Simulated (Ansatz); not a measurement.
# BClH3NO: the cost of one run

Method: RKS B3LYP-D4/def2-SVP, in Ansatz 0.2.0.

## 1. The starting structure

Bond lengths: B1–O2 1.410 Å, O2–H3 1.010 Å, B1–Cl4 1.860 Å, B1–N5 1.550 Å, N5–H6 1.060 Å, N5–H7 1.060 Å. Angles: B1–O2–H3 109.5°, O2–B1–Cl4 120.0°, O2–B1–N5 120.0°, Cl4–B1–N5 120.0°, B1–N5–H6 120.0°, B1–N5–H7 120.0°, H6–N5–H7 120.0°.

Structure file:

```xyz
7

B     0.0000    0.0000    0.0000
O     0.0000    0.0000    1.4100
H    -0.9095   -0.2814    1.7471
Cl    1.6108    0.0000   -0.9300
N    -1.3423    0.0000   -0.7750
H    -2.0112   -0.8164   -0.6764
H    -1.5914    0.8164   -1.4036
```

## 2. Preparing the start

File input.yaml:

```yaml
crystal:
  periodic: [false, false, false]
  atoms:
    - { symbol: B, position_ang: [0.0, 0.0, 0.0] }
    - { symbol: O, position_ang: [0.0, 0.0, 1.41] }
    - { symbol: H, position_ang: [-0.9095, -0.2814, 1.7471] }
    - { symbol: Cl, position_ang: [1.6108, 0.0, -0.93] }
    - { symbol: "N", position_ang: [-1.3423, 0.0, -0.775] }
    - { symbol: H, position_ang: [-2.0112, -0.8164, -0.6764] }
    - { symbol: H, position_ang: [-1.5914, 0.8164, -1.4036] }
basis:
  gaussian: { orbitals: def2-SVP }
hamiltonian:
  xc: b3lyp
  dispersion: d4
relax:
  f_tol: 0.02
  max_steps: 40
output:
  orbitals: {}
```

Launch:

```bash
$ ansatz run input.yaml --threads 2 --pin off --max-ram 3072MiB --backend cpu --events-out ev --progress --plain --runs-dir out
```

**Question.** How long does this run take on 2 threads of AMD EPYC 7R43 (Zen 3), shared host, and how much memory does it need?

About 13 s, with a peak of 0.16 GiB.
